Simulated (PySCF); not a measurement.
**A gas-phase reaction: CuF + H2 → CuH + FH**

What reaction energy should one expect for `[F][Cu]` + `[H][H]` → `[CuH]` + `F`?

Computed with PySCF 2.14.0; each step states its level. No surroundings beyond the atoms listed, unless a continuum is named. Atoms count from 0, parts from 1.

### 1 Starting point

Each species was relaxed by itself at PBE0-D3(BJ)/def2-SVPD.

### 2 Energies of the species: wB97M-D3(BJ)/def2-TZVPD

The job: settings as JSON, then the geometry in Å.

```
{"job": {"kind": "react", "xc": "wB97M-D3(BJ)", "basis": "def2-TZVPD"}, "charge": 0, "multiplicity": 1}
-1 CuF charge 0 multiplicity 1
F      0.331820    -0.126410     0.815540
Cu    -0.313410     0.126490    -0.815890

-1 H2 charge 0 multiplicity 1
H      0.380270    -0.004120     0.002880
H     -0.380270     0.004120    -0.002880

+1 CuH charge 0 multiplicity 1
Cu    -0.441060     0.243870    -0.540270
H      0.434390    -0.243870     0.540500

+1 FH charge 0 multiplicity 1
F      0.459980     0.006250    -0.008230
H     -0.459980    -0.006250     0.008230
```

With the program's defaults for keys left out, this is: wB97M-D3(BJ)/def2-TZVPD reaction energy of separated species, gas phase.

Command:

```sh
$ OMP_NUM_THREADS=1 python cluster_run.py task.json out
```

One launch serves the whole session: the jobs run in the order shown.

Output:

```text
species 1 (CuF)
coarse grid: 12744 points
cycle   1  E = -1740.0129073728  dE = -1.127e-01  |g| = 2.236e+00  |ddm| = 1.202e+00
cycle   2  E = -1738.9982632421  dE =  1.015e+00  |g| = 4.135e+00  |ddm| = 1.827e+00
cycle   3  E = -1740.4497488743  dE = -1.451e+00  |g| = 2.677e-01  |ddm| = 1.209e+00
cycle   4  E = -1740.4516439504  dE = -1.895e-03  |g| = 2.138e-01  |ddm| = 1.520e-01
cycle   5  E = -1740.4574163782  dE = -5.772e-03  |g| = 2.215e-02  |ddm| = 7.873e-02
cycle   6  E = -1740.4575774397  dE = -1.611e-04  |g| = 4.802e-03  |ddm| = 2.756e-02
cycle   7  E = -1740.4576098742  dE = -3.243e-05  |g| = 2.249e-03  |ddm| = 1.506e-02
cycle   8  E = -1740.4576147344  dE = -4.860e-06  |g| = 1.238e-03  |ddm| = 5.573e-03
final grid: 24648 points
cycle   9  E = -1740.4576392198  dE = -9.544e-07  |g| = 1.902e-03  |ddm| = 2.291e-03
cycle  10  E = -1740.4576387081  dE =  5.117e-07  |g| = 4.401e-03  |ddm| = 2.257e-03
cycle  11  E = -1740.4576401153  dE = -1.407e-06  |g| = 4.709e-04  |ddm| = 9.490e-04
cycle  12  E = -1740.4576405705  dE = -4.552e-07  |g| = 7.025e-05  |ddm| = 3.006e-03
cycle  13  E = -1740.4576405824  dE = -1.186e-08  |g| = 1.487e-05  |ddm| = 4.867e-04
cycle  14  E = -1740.4576405827  dE = -3.183e-10  |g| = 3.761e-06  |ddm| = 7.046e-05
converged SCF energy = -1740.4576405827

species 2 (H2)
coarse grid: 4944 points
cycle   1  E = -1.1694184023  dE = -2.751e-01  |g| = 9.866e-03  |ddm| = 4.504e-01
cycle   2  E = -1.1694526491  dE = -3.425e-05  |g| = 1.161e-03  |ddm| = 9.676e-03
cycle   3  E = -1.1694533313  dE = -6.822e-07  |g| = 1.815e-04  |ddm| = 1.918e-03
final grid: 10744 points
cycle   4  E = -1.1694519133  dE = -2.408e-08  |g| = 4.115e-05  |ddm| = 3.871e-04
cycle   5  E = -1.1694519145  dE = -1.271e-09  |g| = 9.631e-06  |ddm| = 9.178e-05
cycle   6  E = -1.1694519146  dE = -7.533e-11  |g| = 3.020e-07  |ddm| = 2.873e-05
converged SCF energy = -1.1694519146

species 3 (CuH)
coarse grid: 9912 points
cycle   1  E = -1640.7661601859  dE = -1.494e-01  |g| = 2.145e+00  |ddm| = 1.073e+00
cycle   2  E = -1640.0455379841  dE =  7.206e-01  |g| = 3.837e+00  |ddm| = 1.647e+00
cycle   3  E = -1641.1135594042  dE = -1.068e+00  |g| = 1.963e-01  |ddm| = 9.794e-01
cycle   4  E = -1641.1176798988  dE = -4.120e-03  |g| = 4.012e-02  |ddm| = 1.243e-01
cycle   5  E = -1641.1178783508  dE = -1.985e-04  |g| = 3.976e-03  |ddm| = 2.251e-02
cycle   6  E = -1641.1178985451  dE = -2.019e-05  |g| = 2.681e-03  |ddm| = 1.068e-02
cycle   7  E = -1641.1179024536  dE = -3.908e-06  |g| = 3.596e-04  |ddm| = 5.573e-03
final grid: 18416 points
cycle   8  E = -1641.1178602127  dE = -4.401e-08  |g| = 7.992e-04  |ddm| = 8.230e-04
cycle   9  E = -1641.1178600539  dE =  1.588e-07  |g| = 1.783e-03  |ddm| = 7.138e-04
cycle  10  E = -1641.1178602843  dE = -2.304e-07  |g| = 6.369e-05  |ddm| = 4.305e-04
cycle  11  E = -1641.1178602940  dE = -9.671e-09  |g| = 2.935e-05  |ddm| = 3.674e-04
cycle  12  E = -1641.1178602949  dE = -9.111e-10  |g| = 1.321e-05  |ddm| = 9.560e-05
converged SCF energy = -1641.1178602949

species 4 (FH)
coarse grid: 7776 points
cycle   1  E = -100.4688140664  dE = -9.408e-02  |g| = 4.644e-01  |ddm| = 6.197e-01
cycle   2  E = -100.4724950802  dE = -3.681e-03  |g| = 5.038e-01  |ddm| = 3.808e-01
cycle   3  E = -100.5053085596  dE = -3.281e-02  |g| = 2.574e-02  |ddm| = 1.678e-01
cycle   4  E = -100.5053845380  dE = -7.598e-05  |g| = 5.007e-03  |ddm| = 1.077e-02
cycle   5  E = -100.5053891792  dE = -4.641e-06  |g| = 4.334e-04  |ddm| = 3.766e-03
final grid: 16976 points
cycle   6  E = -100.5053938293  dE = -6.399e-08  |g| = 1.074e-04  |ddm| = 8.224e-04
cycle   7  E = -100.5053938327  dE = -3.439e-09  |g| = 8.327e-05  |ddm| = 2.187e-04
cycle   8  E = -100.5053938336  dE = -9.060e-10  |g| = 2.023e-05  |ddm| = 3.761e-05
converged SCF energy = -100.5053938336

Reaction energy = 2.395 kcal/mol
```

Run time: 5.9 s. Hardware: 1 thread of Arm Neoverse N1, shared host; peak memory 0.33 GiB.

Species by species (with the dispersion term, which the log's SCF energies lack):

| ν | species | energy (Eh) | HOMO (eV) |
| --- | --- | --- | --- |
| -1 | [F][Cu] | -1740.45812 | -10.18 |
| -1 | [H][H] | -1.16967 | -14.48 |
| +1 | [CuH] | -1641.11833 | -9.03 |
| +1 | F | -100.50563 | -14.54 |

### 3 Reaction energy: PBE0-D3(BJ)/def2-TZVPD

The job, as its differences from that of step 2:

```diff
@@ -1,2 +1,2 @@
-{"job": {"kind": "react", "xc": "wB97M-D3(BJ)", "basis": "def2-TZVPD"}, "charge": 0, "multiplicity": 1}
+{"job": {"kind": "react", "xc": "PBE0", "basis": "def2-TZVPD", "disp": "d3bj"}, "charge": 0, "multiplicity": 1}
 -1 CuF charge 0 multiplicity 1
```

Level: PBE0-D3(BJ)/def2-TZVPD reaction energy of separated species, gas phase.

Output:

```text
species 1 (CuF)
coarse grid: 12744 points
cycle   1  E = -1738.5677337391  dE =  1.032e+00  |g| = 3.908e+00  |ddm| = 1.590e+00
cycle   2  E = -1731.4106005415  dE =  7.157e+00  |g| = 8.374e+00  |ddm| = 4.406e+00
cycle   3  E = -1739.4410608947  dE = -8.030e+00  |g| = 2.420e+00  |ddm| = 4.007e+00
cycle   4  E = -1739.7466527365  dE = -3.056e-01  |g| = 1.431e+00  |ddm| = 1.404e+00
cycle   5  E = -1740.0617156944  dE = -3.151e-01  |g| = 1.922e-01  |ddm| = 7.097e-01
cycle   6  E = -1740.0657466643  dE = -4.031e-03  |g| = 2.546e-02  |ddm| = 8.224e-02
cycle   7  E = -1740.0658645624  dE = -1.179e-04  |g| = 4.391e-03  |ddm| = 2.630e-02
cycle   8  E = -1740.0658727655  dE = -8.203e-06  |g| = 3.661e-03  |ddm| = 7.618e-03
cycle   9  E = -1740.0658749206  dE = -2.155e-06  |g| = 1.917e-03  |ddm| = 4.625e-03
final grid: 24648 points
cycle  10  E = -1740.0659667769  dE =  1.784e-06  |g| = 5.345e-03  |ddm| = 1.954e-03
cycle  11  E = -1740.0659506004  dE =  1.618e-05  |g| = 1.540e-02  |ddm| = 5.700e-03
cycle  12  E = -1740.0659690751  dE = -1.847e-05  |g| = 2.707e-04  |ddm| = 4.051e-03
cycle  13  E = -1740.0659690861  dE = -1.094e-08  |g| = 1.120e-04  |ddm| = 1.591e-04
cycle  14  E = -1740.0659690887  dE = -2.611e-09  |g| = 9.974e-06  |ddm| = 1.700e-04
cycle  15  E = -1740.0659690888  dE = -8.276e-11  |g| = 2.584e-06  |ddm| = 4.118e-05
converged SCF energy = -1740.0659690888

species 2 (H2)
coarse grid: 1240 points
cycle   1  E = -1.1670609172  dE = -2.327e-01  |g| = 2.266e-02  |ddm| = 4.588e-01
cycle   2  E = -1.1672483468  dE = -1.874e-04  |g| = 3.233e-03  |ddm| = 1.896e-02
cycle   3  E = -1.1672528025  dE = -4.456e-06  |g| = 9.770e-05  |ddm| = 2.761e-03
final grid: 10744 points
cycle   4  E = -1.1681370614  dE = -1.931e-06  |g| = 2.742e-04  |ddm| = 1.573e-03
cycle   5  E = -1.1681370897  dE = -2.830e-08  |g| = 3.989e-05  |ddm| = 2.445e-04
cycle   6  E = -1.1681370903  dE = -6.321e-10  |g| = 1.266e-06  |ddm| = 3.106e-05
converged SCF energy = -1.1681370903

species 3 (CuH)
coarse grid: 9912 points
cycle   1  E = -1639.9392159979  dE =  4.526e-01  |g| = 3.244e+00  |ddm| = 1.330e+00
cycle   2  E = -1637.9275951656  dE =  2.012e+00  |g| = 6.006e+00  |ddm| = 3.682e+00
cycle   3  E = -1640.7771718728  dE = -2.850e+00  |g| = 7.597e-01  |ddm| = 2.544e+00
cycle   4  E = -1640.8371522965  dE = -5.998e-02  |g| = 1.246e-01  |ddm| = 6.061e-01
cycle   5  E = -1640.8386632623  dE = -1.511e-03  |g| = 1.992e-02  |ddm| = 6.157e-02
cycle   6  E = -1640.8387580667  dE = -9.480e-05  |g| = 5.686e-03  |ddm| = 1.812e-02
cycle   7  E = -1640.8387656874  dE = -7.621e-06  |g| = 3.268e-03  |ddm| = 1.096e-02
cycle   8  E = -1640.8387671741  dE = -1.487e-06  |g| = 9.636e-04  |ddm| = 2.832e-03
final grid: 18416 points
cycle   9  E = -1640.8387776863  dE =  5.224e-07  |g| = 2.803e-03  |ddm| = 1.279e-03
cycle  10  E = -1640.8387730924  dE =  4.594e-06  |g| = 8.176e-03  |ddm| = 3.073e-03
cycle  11  E = -1640.8387783223  dE = -5.230e-06  |g| = 8.219e-05  |ddm| = 2.222e-03
cycle  12  E = -1640.8387783235  dE = -1.149e-09  |g| = 2.452e-05  |ddm| = 9.375e-05
cycle  13  E = -1640.8387783237  dE = -2.053e-10  |g| = 4.758e-06  |ddm| = 5.200e-05
converged SCF energy = -1640.8387783237

species 4 (FH)
coarse grid: 1712 points
cycle   1  E = -100.3541471007  dE = -3.605e-02  |g| = 4.958e-01  |ddm| = 6.253e-01
cycle   2  E = -100.3146278585  dE =  3.952e-02  |g| = 7.430e-01  |ddm| = 5.125e-01
cycle   3  E = -100.3938717131  dE = -7.924e-02  |g| = 2.284e-02  |ddm| = 2.892e-01
cycle   4  E = -100.3939472698  dE = -7.556e-05  |g| = 4.205e-03  |ddm| = 9.787e-03
cycle   5  E = -100.3939492538  dE = -1.984e-06  |g| = 3.557e-04  |ddm| = 1.247e-03
final grid: 16976 points
cycle   6  E = -100.3948398817  dE = -1.860e-05  |g| = 4.006e-03  |ddm| = 7.552e-03
cycle   7  E = -100.3948379469  dE =  1.935e-06  |g| = 5.511e-03  |ddm| = 3.360e-03
cycle   8  E = -100.3948420553  dE = -4.108e-06  |g| = 9.871e-05  |ddm| = 2.018e-03
cycle   9  E = -100.3948420566  dE = -1.264e-09  |g| = 1.771e-05  |ddm| = 3.904e-05
cycle  10  E = -100.3948420567  dE = -4.684e-11  |g| = 3.064e-06  |ddm| = 1.023e-05
converged SCF energy = -100.3948420567

Reaction energy = 0.321 kcal/mol
```

Wall time 3.8 s (1 thread of Arm Neoverse N1, shared host); peak memory 0.33 GiB.

Reaction energy at this level: 0.32 kcal/mol.

### 4 Reaction energy: MP2/def2-TZVPD

The job, as its differences from that of step 3:

```diff
@@ -1,2 +1,2 @@
-{"job": {"kind": "react", "xc": "PBE0", "basis": "def2-TZVPD", "disp": "d3bj"}, "charge": 0, "multiplicity": 1}
+{"job": {"kind": "react", "xc": "MP2", "basis": "def2-TZVPD"}, "charge": 0, "multiplicity": 1}
 -1 CuF charge 0 multiplicity 1
```

Method: MP2/def2-TZVPD reaction energy of separated species, gas phase.

Output:

```text
species 1 (CuF)
final grid: 24648 points
cycle   1  E = -1738.2833264381  dE = -4.890e-01  |g| = 1.093e+00  |ddm| = 1.008e+00
cycle   2  E = -1738.2761283673  dE =  7.198e-03  |g| = 1.308e+00  |ddm| = 7.034e-01
cycle   3  E = -1738.4164224492  dE = -1.403e-01  |g| = 1.025e-01  |ddm| = 3.363e-01
cycle   4  E = -1738.4178487702  dE = -1.426e-03  |g| = 3.544e-02  |ddm| = 5.222e-02
cycle   5  E = -1738.4182502636  dE = -4.015e-04  |g| = 1.472e-02  |ddm| = 3.902e-02
cycle   6  E = -1738.4183674989  dE = -1.172e-04  |g| = 4.836e-03  |ddm| = 3.032e-02
cycle   7  E = -1738.4183967109  dE = -2.921e-05  |g| = 2.109e-03  |ddm| = 1.515e-02
cycle   8  E = -1738.4184065744  dE = -9.863e-06  |g| = 7.926e-04  |ddm| = 9.822e-03
cycle   9  E = -1738.4184078886  dE = -1.314e-06  |g| = 1.499e-04  |ddm| = 4.299e-03
cycle  10  E = -1738.4184079190  dE = -3.034e-08  |g| = 3.711e-05  |ddm| = 6.714e-04
cycle  11  E = -1738.4184079197  dE = -7.033e-10  |g| = 9.880e-06  |ddm| = 7.297e-05
converged SCF energy = -1738.4184079197

species 2 (H2)
final grid: 10744 points
cycle   1  E = -1.1312979565  dE = -3.213e-01  |g| = 4.426e-02  |ddm| = 4.479e-01
cycle   2  E = -1.1322327422  dE = -9.348e-04  |g| = 7.183e-03  |ddm| = 3.751e-02
cycle   3  E = -1.1322674424  dE = -3.470e-05  |g| = 8.111e-04  |ddm| = 1.078e-02
cycle   4  E = -1.1322678574  dE = -4.150e-07  |g| = 2.771e-05  |ddm| = 1.627e-03
cycle   5  E = -1.1322678579  dE = -4.855e-10  |g| = 2.610e-06  |ddm| = 6.834e-05
converged SCF energy = -1.1322678579

species 3 (CuH)
final grid: 18416 points
cycle   1  E = -1639.3964170949  dE = -4.144e-01  |g| = 9.817e-01  |ddm| = 9.101e-01
cycle   2  E = -1639.3483723097  dE =  4.804e-02  |g| = 1.326e+00  |ddm| = 5.988e-01
cycle   3  E = -1639.4710040047  dE = -1.226e-01  |g| = 3.663e-02  |ddm| = 3.110e-01
cycle   4  E = -1639.4714494652  dE = -4.455e-04  |g| = 1.286e-02  |ddm| = 4.347e-02
cycle   5  E = -1639.4715606017  dE = -1.111e-04  |g| = 5.104e-03  |ddm| = 2.874e-02
cycle   6  E = -1639.4715744661  dE = -1.386e-05  |g| = 1.115e-03  |ddm| = 1.063e-02
cycle   7  E = -1639.4715760929  dE = -1.627e-06  |g| = 4.742e-04  |ddm| = 3.369e-03
cycle   8  E = -1639.4715764926  dE = -3.997e-07  |g| = 1.591e-04  |ddm| = 1.680e-03
cycle   9  E = -1639.4715765510  dE = -5.838e-08  |g| = 4.978e-05  |ddm| = 8.251e-04
cycle  10  E = -1639.4715765533  dE = -2.362e-09  |g| = 6.425e-06  |ddm| = 1.970e-04
cycle  11  E = -1639.4715765534  dE = -3.024e-11  |g| = 2.039e-06  |ddm| = 2.192e-05
converged SCF energy = -1639.4715765534

species 4 (FH)
final grid: 16976 points
cycle   1  E = -100.0371196667  dE = -1.649e-01  |g| = 4.007e-01  |ddm| = 6.032e-01
cycle   2  E = -100.0578874451  dE = -2.077e-02  |g| = 2.336e-01  |ddm| = 2.533e-01
cycle   3  E = -100.0646339197  dE = -6.746e-03  |g| = 2.356e-02  |ddm| = 8.092e-02
cycle   4  E = -100.0647513508  dE = -1.174e-04  |g| = 6.199e-03  |ddm| = 1.253e-02
cycle   5  E = -100.0647670633  dE = -1.571e-05  |g| = 1.459e-03  |ddm| = 5.122e-03
cycle   6  E = -100.0647683363  dE = -1.273e-06  |g| = 2.290e-04  |ddm| = 1.848e-03
cycle   7  E = -100.0647683707  dE = -3.438e-08  |g| = 1.958e-05  |ddm| = 4.211e-04
cycle   8  E = -100.0647683709  dE = -1.853e-10  |g| = 2.360e-06  |ddm| = 2.495e-05
converged SCF energy = -100.0647683709

Reaction energy = 7.197 kcal/mol
```

Run time: 1.5 s. Hardware: 1 thread of Arm Neoverse N1, shared host; peak memory 0.33 GiB.

Reaction energy at this level: 7.20 kcal/mol.

### 5 Comparing the runs

Energies in kcal/mol, with wall time:

| run | reaction | time |
| --- | --- | --- |
| wB97M-D3(BJ)/def2-TZVPD | 2.40 | 5.9 s |
| PBE0-D3(BJ)/def2-TZVPD | 0.32 | 3.8 s |
| MP2/def2-TZVPD | 7.20 | 1.5 s |

### 6 Results

| quantity | value |
| --- | --- |
| reaction energy (wB97M-D3(BJ)/def2-TZVPD) | 2.40 kcal/mol |
| ΔH, ΔG at 298 K (xTB thermal terms) | +4.0, +3.2 kcal/mol |
| range of the reaction energy over the runs of this table | 0.32 to 7.20 kcal/mol |

The reaction is endothermic by 4.0 kcal/mol in the gas phase; dispersion gives -0.01, and xTB itself gave -3.26 for the electronic energy (xTB energies and thermal terms come from the earlier relaxation of each species, not shown). No barrier was sought. The reaction energy runs from 0.32 (PBE0-D3(BJ)/def2-TZVPD) to 7.20 kcal/mol (MP2/def2-TZVPD).
